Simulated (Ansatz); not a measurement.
Run this with the Python package of Ansatz (0.2.0) and show what comes out.

`energy_f3gah3n.py`:
```python
'''Single point of F3GaH3N in a Gaussian basis.'''

from pathlib import Path

import ansatz
import numpy as np
import pandas as pd

BASIS = '6-31G*'
XC = 'PBE0'

GEOMETRY = '''
N    -0.86740   -0.15290    0.51750
Ga    0.73960    0.07510   -0.42540
F     1.97360   -0.87520    0.39840
F     0.63050   -0.50840   -2.10600
F     1.22230    1.79660   -0.47170
H    -1.20030   -1.09680    0.52550
H    -0.78720    0.24080    1.48960
H    -1.61890    0.46370    0.01620
'''

geometry = ansatz.Crystal.molecule()
for line in GEOMETRY.strip().splitlines():
    symbol, *xyz = line.split()
    geometry = geometry.atom(symbol, [float(v) for v in xyz])

setup = geometry.calculation()
setup = setup.basis(gaussian=BASIS)
setup = setup.functional(XC)
setup = setup.forces()
setup = setup.orbitals()
print(setup.to_yaml())
res = setup.run(runs_dir='out')
report = res.report

for key in ('converged', 'free_energy_ev', 'reference_energy_ev', 'n_frozen', 'n_occupied', 'n_virtual'):
    print(f'{key:22s} {report[key]}')

symbols = [site.symbol for site in geometry.cartesian_sites]
forces = np.array(report['forces_ev_ang'])
print('largest force', round(float(np.linalg.norm(forces, axis=1).max()), 4), 'eV/A, rms', round(float(np.sqrt((forces ** 2).mean())), 4))

charges = report['charge_distribution']
table = pd.DataFrame({'atom': symbols, 'mulliken': charges['mulliken_charges_e'], 'lowdin': charges['lowdin_charges_e']})
print(table.round(3).to_string())
print('dipole (e A):', np.round(charges['dipole_moment_e_ang'], 4) + 0.0)

lines = Path(report['orbitals_path']).read_text().splitlines()
field_of = lambda key: [line.split('=')[1].strip() for line in lines if line.startswith(key)]
orbitals = [(27.211386 * float(e), s, float(n)) for e, s, n in zip(field_of('Ene='), field_of('Spin='), field_of('Occup='))]
homo = max(e for e, _, n in orbitals if n > 0.5)
lumo = min(e for e, _, n in orbitals if n < 0.5)
print(f'HOMO {homo:.3f} eV, LUMO {lumo:.3f} eV, gap {lumo - homo:.3f} eV')
```

```console
$ python energy_f3gah3n.py
crystal:
  periodic: [false, false, false]
  atoms:
    - { symbol: "N", position_ang: [-0.8674, -0.1529, 0.5175] }
    - { symbol: Ga, position_ang: [0.7396, 0.0751, -0.4254] }
    - { symbol: F, position_ang: [1.9736, -0.8752, 0.3984] }
    - { symbol: F, position_ang: [0.6305, -0.5084, -2.106] }
    - { symbol: F, position_ang: [1.2223, 1.7966, -0.4717] }
    - { symbol: H, position_ang: [-1.2003, -1.0968, 0.5255] }
    - { symbol: H, position_ang: [-0.7872, 0.2408, 1.4896] }
    - { symbol: H, position_ang: [-1.6189, 0.4637, 0.0162] }
basis:
  gaussian:
    orbitals: "6-31G*"
hamiltonian:
  xc: pbe0
output:
  orbitals: {}
  forces: true

converged              True
free_energy_ev         -62047.313954153426
reference_energy_ev    -62047.313954153426
n_frozen               0
n_occupied             [34, 34]
n_virtual              [67, 67]
largest force 4.3687 eV/A, rms 1.4186
  atom  mulliken  lowdin
0    N    -0.944  -0.170
1   Ga     0.969  -0.465
2    F    -0.456  -0.081
3    F    -0.450  -0.089
4    F    -0.450  -0.092
5    H     0.448   0.285
6    H     0.446   0.302
7    H     0.437   0.311
dipole (e A): [-1.6628 -0.1647  0.932 ]
HOMO -9.203 eV, LUMO -1.136 eV, gap 8.067 eV
```

Caveats:
- Total energies depend on the basis set; only differences at equal settings carry meaning.
- The geometry is a force-field or estimated start, not a minimum of this method, and the basis set is short of its limit.
- The Löwdin charges here are taken after orthogonalising the functions within each atom; they differ from plain Löwdin charges, and their signs can be unphysical.
- Levels such as HOMO and LUMO are orbital energies: with these approximate functionals they aren't the ionisation energy and electron affinity, and their gap isn't the fundamental gap.
- The whole script took 5.5 s on 1 thread of Arm Neoverse V2, with other jobs on the host, peak memory 0.32 GiB.

(Lines on the test bed's own set-up are left out of the output.)
